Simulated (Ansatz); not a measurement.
# C: the cost of one run

Method: DFT LDA, scalar-relativistic, plane waves, PAW, in Ansatz 0.2.0.

2 further runs of the same task are left out: 2 set aside as unsound or not needed.

### Step 1. Starting point

Symmetry: Fmmm, No. 69, orthorhombic system. Conventional cell: a = 2.446 Å, b = 4.233 Å, c = 6.723 Å, α = 90.00°, β = 90.00°, γ = 90.00°. C (site symmetry m2m) has 3 C at 1.41 Å as nearest neighbours.

As a file:

```
C
1.0
     1.22281   -2.11673    0.00000
     1.22281    2.11673    0.00000
     0.00000    0.00000    6.72251
C
4
Direct
  0.08331 0.91669 0.75000
  0.58331 0.41669 0.25000
  0.91669 0.08331 0.25000
  0.41669 0.58331 0.75000
```

It goes back to an entry of the Materials Project, which need not be the stable form.

It is the result of an earlier relaxation at this level (volume 8.70 Å³/atom; gap on the mesh: none (metal)).

### Step 2. The reference run: phonons at Γ

Contents of input.yaml:

```yaml
crystal:
  lattice:
    - [1.2228066819, -2.1167318658, 0.0]
    - [1.2228066819, 2.1167318658, 0.0]
    - [0.0, 0.0, 6.7225117217]
  atoms:
    - { symbol: C, position: [0.0833124673, 0.9166875327, 0.75] }
    - { symbol: C, position: [0.5833124673, 0.4166875327, 0.25] }
    - { symbol: C, position: [0.9166875327, 0.0833124673, 0.25] }
    - { symbol: C, position: [0.4166875327, 0.5833124673, 0.75] }
basis:
  ecutwfc: 420
kpoints:
  mp_grid: { grid: [18, 18, 6] }
hamiltonian:
  xc: lda
scf:
  occupations: { method: fermi_dirac, width: 0.15 }
output:
  eigenvalues: true
phonons:
  method: dfpt
```

On the command line:

```bash
$ ansatz run input.yaml --threads 1 --pin off --max-ram 3072MiB --backend cpu --events-out ev --progress --plain --runs-dir out
```

Q: Estimate wall time and peak memory on 1 thread of Arm Neoverse V1, shared host.

About 49 s, with a peak of 0.73 GiB.
